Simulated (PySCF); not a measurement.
# HSb: the cost of one run

Programs: PySCF 2.14.0, with routines of our own; each step states its level. All values are computed. Atoms count from 0.

## Step 1: The starting structure

2 atoms, charge 0, multiplicity 3; geometry from: GFN2-xTB.

## Step 2: Relaxing the molecule at PBE0-D3(BJ)/def2-SVP

The job: settings as JSON, then the geometry in Å.

```
{"job": {"xc": "PBE0", "basis": "def2-SVP", "d3": "d3bj", "grid": 1, "maxiter": 30, "shake": 0.01, "kind": "geom"}, "charge": 0, "multiplicity": 3}
Sb     0.902070    -0.028610     0.001530
H     -0.884580    -0.000210    -0.013650
```

Run with:

```
$ OMP_NUM_THREADS=1 python heavy_run.py task.json out
```

The driver reads the jobs from task.json and runs them one after another.

Q: Estimate the wall time and peak memory of this first job on 1 thread of Intel Xeon Platinum 8259CL at 2.50GHz, shared host.

About 7.2 s, with a peak of 0.25 GiB.
